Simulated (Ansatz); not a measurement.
# FH2ISn: small, medium and large basis sets

How large a basis does FH2ISn need? Two functionals are run in growing sets.

Computed with Ansatz 0.2.0, Gaussian basis. Level: one geometry, several basis sets.

Levels to be run: PBE0-D4/def2-SVP; ωB97M-V/def2-SVP; PBE0-D4/def2-QZVPP; ωB97M-V/def2-QZVPP; the functionals' def2-TZVPP values are taken from earlier runs.

## 1. The geometry

An earlier PBE0-D4 in a triple-zeta def2 set relaxation fixed the geometry. Sn, I take the def2 core potential; no spin-orbit term is included.

SMILES `[F][SnH2][I]`, 5 atoms, charge 0, spin multiplicity 1.

Atoms are counted from 1 here; the program's logs count them from 0.

Bond lengths: F1–Sn2 1.918 Å, Sn2–I3 2.658 Å, Sn2–H4 1.697 Å, Sn2–H5 1.697 Å. Angles: F1–Sn2–I3 105.7°, F1–Sn2–H4 105.3°, F1–Sn2–H5 105.3°, I3–Sn2–H4 110.5°, I3–Sn2–H5 110.5°, H4–Sn2–H5 118.5°.

Coordinates:

```
F    -0.96374    0.03248    1.58715
Sn   -0.10447    0.13748   -0.12393
I     1.90562   -1.59871   -0.02885
H    -1.27429   -0.36966   -1.24430
H     0.48688    1.72482   -0.23137
```

## 2. PBE0-D4 in def2-SVP

The input, in.yaml:

```yaml
crystal:
  periodic: [false, false, false]
  atoms:
    - {symbol: F, position_ang: [-0.963742, 0.032477, 1.587150]}
    - {symbol: Sn, position_ang: [-0.104466, 0.137475, -0.123933]}
    - {symbol: I, position_ang: [1.905615, -1.598712, -0.028846]}
    - {symbol: H, position_ang: [-1.274286, -0.369659, -1.244305]}
    - {symbol: H, position_ang: [0.486879, 1.724820, -0.231366]}
basis:
  gaussian: {orbitals: def2-SVP}
hamiltonian: {xc: pbe0, dispersion: d4}
output: {orbitals: {seedname: orbitals}}
```

Launch:

```sh
$ ansatz run in.yaml --threads 2 --pin off --events-out ev --progress --plain --max-ram 32768MiB --backend cpu
```

Further steps of the session: ωB97M-V in def2-SVP; PBE0-D4 in def2-QZVPP; ωB97M-V in def2-QZVPP.

**Question.** What will the summary of the whole plan be? Wanted: PBE0-D4: double and triple zeta above quadruple; ωB97M-V: double and triple zeta above quadruple.

The runs gave:

```
                                       quantity          value
PBE0-D4: double and triple zeta above quadruple  4.40, 0.27 eV
ωB97M-V: double and triple zeta above quadruple  4.52, 0.26 eV
```

What this shows: For PBE0-D4 the step from double to triple zeta gains 4.13 eV and the next only 0.27 eV. Total energies overstate the basis error of differences, where much of it tends to cancel.
